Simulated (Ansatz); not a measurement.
**GaH− (doublet): wave-function methods side by side at distance Ga1–H2 = 1.854 Å, aug-cc-pVDZ**

Aim: climb from Hartree-Fock through coupled cluster and multireference methods for GaH− (doublet) at one geometry and basis, and see what each rung misses.

The runs use Ansatz 0.2.0, Gaussian basis; aug-cc-pVDZ, core rule «outside noble gas», up to 14 orbitals frozen.

To be run: UHF; CCSD(T) on ROHF; CCSD(T) on UHF; BCCD(T) on ROHF; CISD; CCSDT(Q) on ROHF; CCSDT(Q) on UHF; CASSCF and MRCISD+Q, 3 electrons in 3 orbitals; CASSCF and NEVPT2, 3 electrons in 3 orbitals; CASSCF and MRCISD+Q, 5 electrons in 5 orbitals; CASSCF and NEVPT2, 5 electrons in 5 orbitals; Full CI.

13 further runs of the same task are left out: 11 that didn't finish, 2 set aside as unsound or not needed.

**1. The system**

The geometry derives from a PBE0/def2-TZVPD stationary point (not a proven minimum). One bond is set to the value named and the two fragments are kept rigid. No spin-orbit coupling is included. The filled d shell of Ga may be among the frozen orbitals whatever the setting's name suggests; the logs give the count.

2 atoms, charge -1, spin multiplicity 2.

Atoms are counted from 1 here; the program's logs count them from 0.

Bond lengths: Ga1–H2 1.854 Å.

**2. UHF**

Input file in.yaml:

```yaml
crystal:
  periodic: [false, false, false]
  atoms:
    - {symbol: Ga, position_ang: [0.000000, 0.000000, 0.000000]}
    - {symbol: H, position_ang: [0.000000, 0.000000, 1.854000]}
basis:
  gaussian: {orbitals: aug-cc-pVDZ}
total_charge: -1
magnetization: {spin_polarized: true, initial_magnetization: 1}
hamiltonian: {xc: hf}
output: {orbitals: {seedname: orbitals}}
```

Launch:

```bash
$ ansatz run in.yaml --threads 1 --pin off --events-out ev --progress --plain --max-ram 2393MiB
```

After this run come: CCSD(T) on ROHF; CCSD(T) on UHF; BCCD(T) on ROHF; CISD; CCSDT(Q) on ROHF; CCSDT(Q) on UHF; CASSCF and MRCISD+Q, 3 electrons in 3 orbitals; CASSCF and NEVPT2, 3 electrons in 3 orbitals; CASSCF and MRCISD+Q, 5 electrons in 5 orbitals; CASSCF and NEVPT2, 5 electrons in 5 orbitals; Full CI.

Before running them: what should the planned runs give, taken together? Wanted: FCI below the RHF energy; RMP2 from FCI; UMP2 from FCI; RCCSD from FCI; RCCSD(T) from FCI; UCCSD(T) from FCI; RCCSDT(Q) from FCI; UCCSDT(Q) from FCI; NEVPT2 pair from FCI.

As calculated:

| quantity | value |
| --- | --- |
| FCI below the RHF energy | -2.3920 eV |
| RMP2 from FCI | +64.4 kJ/mol |
| UMP2 from FCI | +64.8 kJ/mol |
| RCCSD from FCI | +8.1 kJ/mol |
| RCCSD(T) from FCI | +2.2 kJ/mol |
| UCCSD(T) from FCI | +2.1 kJ/mol |
| RCCSDT(Q) from FCI | 0.0 kJ/mol |
| UCCSDT(Q) from FCI | -0.1 kJ/mol |
| NEVPT2 pair from FCI | +61.3 kJ/mol |
| MRCISD+Q pair from FCI | -3.5 kJ/mol |
| NEVPT2 valence from FCI | +54.7 kJ/mol |
| levels within 1 kcal/mol (43 meV) | RCCSD(T), UCCSD(T), BCCD(T), RCCSDT, UCCSDT, RCCSDT(Q), UCCSDT(Q), MRCISD+Q pair, MRCISD+Q valence |
| T1 diagnostic | 0.027 |
| effectively unpaired electrons | 1.08 |

What this shows: RCCSD(T) lands +2.2 kJ/mol from the yardstick (0.9 % of the correlation energy). MRCISD+Q pair falls below full CI: the +Q correction isn't variational, and the cores differ from full CI's. One determinant dominates. Of the multireference levels listed MRCISD+Q valence comes nearest in total energy (-0.1 kJ/mol), which doesn't show that its space is the better one. These misses are within one basis, not against nature; the frozen cores of restricted and unrestricted runs differ, which can shift their rows.
